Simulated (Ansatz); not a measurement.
# Cr (Cr, simple cubic): the cost of one run

Method: DFT r2SCAN, plane waves (500 eV) with PAW, scalar-relativistic; PBE-made PAW files, in Ansatz 0.2.0.

## (1) Starting point

Symmetry: Pm-3m, No. 221, cubic system. Conventional cell: a = 2.348 Å, b = 2.348 Å, c = 2.348 Å, α = 90.00°, β = 90.00°, γ = 90.00°. Around Cr (site symmetry m-3m) lie 6 Cr at 2.35 Å.

Coordinates:

```xyz
1
Lattice="2.3484 0.0000 0.0000 0.0000 2.3484 0.0000 0.0000 0.0000 2.3484" Properties=species:S:1:pos:R:3 pbc="T T T"
Cr    0.0000    0.0000    0.0000
```

Starting moments (μB): +1.5.

## (2) Relaxation of the cell

Input file input.yaml:

```yaml
crystal:
  lattice:
    - [2.3484326893, 0.0, 0.0]
    - [0.0, 2.3484326893, 0.0]
    - [0.0, 0.0, 2.3484326893]
  atoms:
    - { symbol: Cr, position: [0.0, 0.0, 0.0], spin: 1.5 }
hamiltonian:
  xc: r2scan
  pseudopotentials:
    kind: paw
    azcp:
      Cr: "pseudopotentials/Cr.paw.azcp"
basis:
  ecutwfc: 500
  fft_grid_basis: typed
kpoints:
  mp_grid: { grid: [13, 13, 13], shift: [0, 0, 0] }
magnetization:
  spin_polarized: true
scf:
  occupations: { method: fermi_dirac, width: 0.05 }
relax:
  max_steps: 60
  f_tol: 0.01
  cell: {}
output:
  write_density: true
  write_potential: true
  elf: true
  volumetric_format: npy
```

On the command line:

```bash
ansatz run input.yaml --threads 1 --pin off --max-ram 3584MiB --backend cpu --events-out ev --progress --plain --runs-dir out
```

What time and memory should one allow on 1 thread of Intel Xeon Platinum 8259CL at 2.50GHz (Skylake/Cascade Lake), shared host?

About 44 s, with a peak of 0.46 GiB.
